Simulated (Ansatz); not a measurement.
# C3H2Se: a ladder of functionals and wavefunction methods

One table from this session's results is given with a row withheld; the runs are named, their logs left out.

Computed with Ansatz 0.2.0, Gaussian basis. Level: functionals in def2-TZVPP, the program's frozen cores in correlated methods.

The runs, in order: LDA (SPW92), PBE-D4, revPBE-D4, BLYP-D4, r2SCAN-D4, B97M-V, PBE0-D4, B3LYP-D4, r2SCANh-D4, r2SCAN0-D4, HSE06-D4, BHLYP-D4, CAM-B3LYP-D4, LC-ωPBE, ωB97X-V, ωB97M-V, B2PLYP, PBE-QIDH; CCSD(T)/def2-SVP; CCSD(T)/def2-TZVPP; MP2/def2-QZVPP; extrapolation to the limit; RPA on PBE.

## The geometry

The geometry comes from an earlier relaxation with PBE0-D4 in a triple-zeta def2 set; it is a stationary point.

SMILES `C#CC=[Se]`, 6 atoms, charge 0, spin multiplicity 1.

Atoms are counted from 1 here; the program's logs count them from 0.

Bond lengths: C1–C2 1.207 Å, C1–H5 1.065 Å, C2–C3 1.398 Å, C3–Se4 1.763 Å, C3–H6 1.089 Å. Angles: C2–C1–H5 179.0°, C1–C2–C3 179.0°, C2–C3–Se4 124.6°, C2–C3–H6 115.9°, Se4–C3–H6 119.5°.

Coordinates:

```mol
C3H2Se
  3D, bonds by distance, orders not assigned

  6  5  0  0  0  0  0  0  0  0999 V2000
    0.3893    1.2715   -0.8381 C   0  0
    0.1362    0.2967   -0.1737 C   0  0
   -0.1365   -0.8282    0.6101 C   0  0
   -1.5140   -1.9034    0.3750 Se  0  0
    0.5982    2.1287   -1.4344 H   0  0
    0.5689   -1.0293    1.4148 H   0  0
  1  2  8  0
  2  3  8  0
  3  4  8  0
  1  5  8  0
  3  6  8  0
M  END
```

Set-up of the first run:

in.yaml reads:

```yaml
crystal:
  periodic: [false, false, false]
  atoms:
    - {symbol: C, position_ang: [0.389341, 1.271479, -0.838098]}
    - {symbol: C, position_ang: [0.136240, 0.296683, -0.173696]}
    - {symbol: C, position_ang: [-0.136529, -0.828216, 0.610067]}
    - {symbol: Se, position_ang: [-1.513977, -1.903392, 0.374971]}
    - {symbol: H, position_ang: [0.598154, 2.128725, -1.434393]}
    - {symbol: H, position_ang: [0.568871, -1.029280, 1.414849]}
basis:
  gaussian: {orbitals: def2-TZVPP}
hamiltonian: {xc: lda}
output: {orbitals: {seedname: orbitals}}
```

Started as:

```sh
$ ansatz run in.yaml --threads 2 --pin off --events-out ev --progress --plain --max-ram 4352MiB
```

Among the steps run: LDA; PBE-D4 (GGA); revPBE-D4 (GGA); BLYP-D4 (GGA); r2SCAN-D4 (meta-GGA); B97M-V (meta-GGA); PBE0-D4 (hybrid); B3LYP-D4 (hybrid); r2SCANh-D4 (hybrid); r2SCAN0-D4 (hybrid); HSE06-D4 (hybrid); BHLYP-D4 (hybrid); CAM-B3LYP-D4 (range-separated); LC-ωPBE (range-separated); ωB97X-V (range-separated); ωB97M-V (range-separated); B2PLYP (double hybrid); PBE-QIDH (double hybrid).

One table of the session follows, with a row left open; its other results are not shown here.

It belongs to the step «Frontier levels by functional». 

```
  functional  HOMO (eV)  LUMO (eV)  gap (eV)
 LDA (SPW92)      -5.49      -4.24      1.25
      PBE-D4      -5.34      -4.02      1.32
   revPBE-D4          ?          ?         ?
     BLYP-D4      -5.17      -3.85      1.31
   r2SCAN-D4      -5.57      -4.00      1.57
      B97M-V      -5.66      -3.84      1.82
     PBE0-D4      -6.53      -3.27      3.26
    B3LYP-D4      -6.28      -3.42      2.85
  r2SCANh-D4      -6.01      -3.71      2.30
  r2SCAN0-D4      -6.68      -3.27      3.41
    HSE06-D4      -6.13      -3.64      2.49
    BHLYP-D4      -7.55      -2.34      5.21
CAM-B3LYP-D4      -7.84      -2.22      5.62
     LC-ωPBE      -9.26      -1.25      8.01
     ωB97X-V      -8.88      -1.25      7.63
     ωB97M-V      -8.73      -1.28      7.46
```

Estimate the missing values for revPBE-D4.

As computed: HOMO (eV): -5.29; LUMO (eV): -3.94; gap (eV): 1.35. In the column «HOMO (eV)» it lies between PBE-D4 (-5.34) and BLYP-D4 (-5.17).
